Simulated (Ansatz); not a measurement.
# CsGeF3: a single-point run

Wanted: a converged single-point run for CsGeF3, and a check of what comes out. The structure is shown as the input types it. The cell is built on a prototype (cubic perovskite) and needn't be the phase found in nature.

Computed with Ansatz 0.2.0 (density functional or hybrid calculation with the settings of its input, plane waves (as first typed), unless a step's input says otherwise).

1 further run of the same task is left out (it didn't finish).

## (1) The system as given

It takes space group Pm-3m (No. 221, cubic). The conventional cell has a = 4.497 Å, b = 4.497 Å, c = 4.497 Å, α = 90.00°, β = 90.00°, γ = 90.00°. Cs (site symmetry m-3m) has 12 F at 3.18 Å as nearest neighbours. Ge (site symmetry m-3m) is surrounded by 6 F at 2.25 Å. F (site symmetry 4/mmm) has 2 Ge at 2.25 Å and 4 Cs at 3.18 Å as nearest neighbours.

As a file:

```
Cs Ge F
1.0
     4.49652    0.00000    0.00000
     0.00000    4.49652    0.00000
     0.00000    0.00000    4.49652
Cs Ge F
1 1 3
Direct
  0.00000 0.00000 0.00000
  0.50000 0.50000 0.50000
  0.50000 0.50000 0.00000
  0.50000 0.00000 0.50000
  0.00000 0.50000 0.50000
```

## (2) The run

input.yaml

```yaml
crystal:
  lattice:
    - [4.4965198488, 0.0, 0.0]
    - [0.0, 4.4965198488, 0.0]
    - [0.0, 0.0, 4.4965198488]
  atoms:
    - { symbol: Cs, position: [0.0, 0.0, 0.0] }
    - { symbol: Ge, position: [0.5, 0.5, 0.5] }
    - { symbol: F, position: [0.5, 0.5, 0.0] }
    - { symbol: F, position: [0.5, 0.0, 0.5] }
    - { symbol: F, position: [0.0, 0.5, 0.5] }
kpoints:
  mp_grid: { grid: [4, 4, 4] }
hamiltonian:
  xc: pbe
scf:
  occupations: { method: fixed }
  n_extra_bands: 5
  convergence: { dr2_threshold: 0.01 }
  max_iter: 70
output:
  forces: true
  stress: true
  eigenvalues: true
```

Started as:

```
> ansatz run input.yaml --threads 4 --pin off --max-ram 4608MiB --backend cpu --events-out ev --progress --plain --runs-dir out
```

What happens when this is run?

This run ends as converged, with warnings (force scf threshold loose, stress scf threshold loose). Its log warns: «scf.convergence.dr2_threshold = 1e-2 eV is looser than this run's default, which is 1e-7 eV or tighter. The error in the forces grows as the threshold's square root ...»

The threshold asked is loose, but the program put off the close and ended at dr2 = 5.4e-8, so little accuracy was lost here.

The test: delete scf.convergence.dr2_threshold (the default then holds).
